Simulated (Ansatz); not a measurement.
# SbH2O− (SMILES [O-][SbH2]): one structure at several levels

An exercise on one series of results from a longer session: the logs are not shown, and one member is left open.

Program: Ansatz 0.2.0, Gaussian basis. Level of theory: single points in def2-TZVPPD. These are calculated values, not measurements.

Cores are frozen in the correlated methods. Filled d shells of the heavier atoms are correlated. Core potentials replace the inner electrons past krypton, and spin-orbit coupling is left out.

1 further run of the same task is left out (it didn't finish).

### Where the work starts

SMILES `[O-][SbH2]`, 4 atoms, charge -1, spin multiplicity 1.

Atoms are counted from 1 here; the program's logs count them from 0.

Bond lengths: O1–Sb2 1.845 Å, Sb2–H3 1.691 Å, Sb2–H4 1.729 Å. Angles: O1–Sb2–H3 91.0°, O1–Sb2–H4 111.6°, H3–Sb2–H4 83.8°.

Coordinates:

```
atom     x (Å)     y (Å)     z (Å)
  O1  -1.70990  -0.28927  -0.07728
 Sb2   0.04340  -0.25925  -0.65127
  H3   0.57714  -0.79856   0.85972
  H4   0.83534   1.20918  -0.19716
```

Set-up of the first run:

run/in.yaml reads:

```yaml
crystal:
  periodic: [false, false, false]
  atoms:
    - {symbol: O, position_ang: [-1.709896, -0.289274, -0.077278]}
    - {symbol: Sb, position_ang: [0.043396, -0.259250, -0.651274]}
    - {symbol: H, position_ang: [0.577140, -0.798564, 0.859715]}
    - {symbol: H, position_ang: [0.835335, 1.209181, -0.197158]}
basis:
  gaussian: {orbitals: "def2-TZVPPD.json"}
total_charge: -1
hamiltonian: {xc: pbe, dispersion: d4}
output: {forces: true}
```

The basis file named in the input lies beside it (Basis Set Exchange, JSON).

Launch:

```sh
$ ansatz run in.yaml --threads 2 --pin off --events-out ev --progress --plain --max-ram 3481MiB
```

Among the steps run: PBE-D4/def2-TZVPPD; r2SCAN-D4/def2-TZVPPD; PBE0-D4/def2-TZVPPD; wB97M-V/def2-TZVPPD; CCSD(T)/def2-TZVPPD.

One table of the session follows, with a row left open; its other results are not shown here.

| method | RMS force component (eV/Å) | angle to CCSD(T) forces (°) |
| --- | --- | --- |
| PBE-D4 | ? | ? |
| r2SCAN-D4 | 0.700 | 12.9 |
| PBE0-D4 | 0.625 | 15.6 |
| wB97M-V | 0.585 | 10.3 |
| CCSD(T) | 0.660 | reference |

Estimate the missing values for PBE-D4.

As computed: RMS force component (eV/Å): 0.901; angle to CCSD(T) forces (°): 13.9. In the column «RMS force component (eV/Å)» it is the highest.
